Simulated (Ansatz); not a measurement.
# InF: a response run at many settings

Computed with Ansatz 0.2.0 (DFT PBE, scalar-relativistic, plane waves, PAW, unless a step's input says otherwise).

**1. The system as given**

Symmetry: Pm-3m, No. 221, cubic system. The conventional cell has a = 3.316 Å, b = 3.316 Å, c = 3.316 Å, α = 90.00°, β = 90.00°, γ = 90.00°. In (site symmetry m-3m) has 8 F at 2.87 Å as nearest neighbours. F (site symmetry m-3m) has 8 In at 2.87 Å as nearest neighbours.

As a file:

```cif
data_structure
_symmetry_space_group_name_H-M 'P 1'
_symmetry_Int_Tables_number 1
_cell_length_a 3.3158
_cell_length_b 3.3158
_cell_length_c 3.3158
_cell_angle_alpha 90.000
_cell_angle_beta 90.000
_cell_angle_gamma 90.000
_cell_volume 36.46
loop_
_atom_site_label
_atom_site_type_symbol
_atom_site_fract_x
_atom_site_fract_y
_atom_site_fract_z
_atom_site_occupancy
In1 In 0.00000 0.00000 0.00000 1
F1 F 0.50000 0.50000 0.50000 1
```

This is a trial structure built by rule; it need not be a known or stable form of this composition.

This is a trial structure, the caesium chloride prototype, and another one may lie lower.

**2. The reference run: phonons at Γ**

input.yaml

```yaml
crystal:
  lattice:
    - [3.3158, 0.0, 0.0]
    - [0.0, 3.3158, 0.0]
    - [0.0, 0.0, 3.3158]
  atoms:
    - { symbol: In, position: [0.0, 0.0, 0.0] }
    - { symbol: F, position: [0.5, 0.5, 0.5] }
basis:
  ecutwfc: 420
kpoints:
  mp_grid: { grid: [12, 12, 12] }
hamiltonian:
  xc: pbe
scf:
  occupations: { method: fermi_dirac, width: 0.15 }
output:
  eigenvalues: true
phonons:
  method: dfpt
```

The run is started by

```bash
> ansatz run input.yaml --threads 1 --pin off --max-ram 1228MiB --backend cpu --events-out ev --progress --plain --runs-dir out
```

Q: Estimate wall time and peak memory on 1 thread of an Arm CPU, shared host.

About 44 s, with a peak of 0.57 GiB.
